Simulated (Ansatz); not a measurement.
This script makes a comparison of magnetic orders of Ni, space group Im-3m with Ansatz's Python interface.

Script `orders_ni.py`:
```python
# -*- coding: utf-8 -*-
"""Magnetic orders of Ni compared."""

import warnings

import ansatz
import numpy as np


def count_gap(report):
    # lowest empty less highest filled band, counting bands; zero where they overlap
    return max(report.get("gap_by_band_count_ev") or 0.0, 0.0)

CELL = [
    (-1.383715, 1.383715, 1.383715),
    (1.383715, -1.383715, 1.383715),
    (2.767431, 2.767431, -2.767431),
]
ATOMS = [
    ("Ni", (0.0, 0.0, 0.0)),
    ("Ni", (0.0, 0.0, 0.5)),
]


def magnet(moments):
    crystal = ansatz.Crystal(lattice=ansatz.Lattice.of(CELL))
    for (symbol, position), moment in zip(ATOMS, moments):
        crystal = crystal.atom(symbol, position, moment=moment or None)
    return crystal


def main():
    warnings.simplefilter("ignore", ansatz.DeckWarning)

    # starting moments in muB, one an atom
    orders = {
        "FM": [1.5, 1.5],
        "AFM": [1.5, -1.5],
    }

    rows = []
    for label, moments in orders.items():
        setup = (
            magnet(moments).calculation()
            .basis(450)
            .occupations("Fermi-Dirac", width=100 * ansatz.meV)
            .scf(tolerance=1e-09)
            .functional("pbesol")
            .kpoints(17, 17, 17)
            .spin("collinear")
            .band_table()
        )
        summary = setup.run().report
        rows.append((label, summary["free_energy_ev"], summary["magnetization_mub"], summary["absolute_magnetization_mub"], max(abs(m) for m in summary["site_moments_mub"]), count_gap(summary)))
        print(label, "site moments:", [round(m, 2) for m in summary["site_moments_mub"]])

    lowest = min(row[1] for row in rows)
    rows = [(row[0], 1000 * (row[1] - lowest) / 2, *row[2:]) for row in sorted(rows, key=lambda row: row[1])]
    for row in rows:
        print("; ".join(f"{name} = {round(v, 4) if isinstance(v, float) else v}" for name, v in zip(["order", "meV/magnetic atom", "net muB", "absolute muB", "largest site muB", "gap by band count eV"], row)))
    print("lowest of these starts:", rows[0][0])


if __name__ == "__main__":
    main()
```

Which magnetic state ends lowest, and by how much?

In order of energy: ferromagnetic (+0.0 meV an atom, largest site moment 0.52 μB) and non-magnetic (+6.2 meV an atom, largest site moment 0.00 μB). These are the states reached from the starts typed.

The output:

```console
$ python orders_ni.py
FM site moments: [0.52, 0.52]
RunWarning: iteration 1: there is no memory in which an SCF minimises its free energy, or in which one mixes in the place of another whose close was not accepted (`scf.algorithm`, `scf.convergence.dm_fallback`, `scf.lower_state_search`): it takes a memory limit of about 3.82 GiB, over the 2.69 GiB that it is held to. [...]
RunWarning: the run takes no state from an SCF along what the orbitals of the run's state read of its open shells (or to have them read: on a GPU, or by another smearing), with the run's symmetry operations kept and the antiferromagnet's anti-translation given up: the memory left no room for the minimisation of its SCF, so that no field was tried
RunWarning: the starting moments were not kept: the SCF closed with an absolute magnetisation of 1.0e-6 μB, where they sum to 3 μB in size (2 sites). That is at most 0.1 of that sum. Measured as dr2_m measures the in/out step, that magnetisation stands 1.4e-12 eV from none, at or under the dr2_threshold of 1.0e-9 eV: [...]
AFM site moments: [0.0, -0.0]
order = FM; meV/magnetic atom = 0.0; net muB = 1.0014; absolute muB = 1.1047; largest site muB = 0.5247; gap by band count eV = 0.0
order = AFM; meV/magnetic atom = 6.1984; net muB = 0.0; absolute muB = 0.0; largest site muB = 0.0; gap by band count eV = 0.0
lowest of these starts: FM
```
(Warnings from the package without file and line, shortened.)

Reading the output:
- The SCF didn't keep the moments it started from (some shrank, vanished or turned); what is printed is the state reached.
- A gap by band count of zero or less means overlapping bands, a metal.
- This isn't the structure that Ni takes at ambient conditions.
- Gaps and levels are Kohn-Sham values on a finite set of k-points.
- Each row is the state reached from that start at the given structure, not necessarily the lowest of its order; other orders weren't tried.
- The script silences the warnings on its input, which a real study should read.
- Run time: 3.4 min on 1 thread of Arm Neoverse V1, with other jobs on the host, peak memory 1.1 GiB.
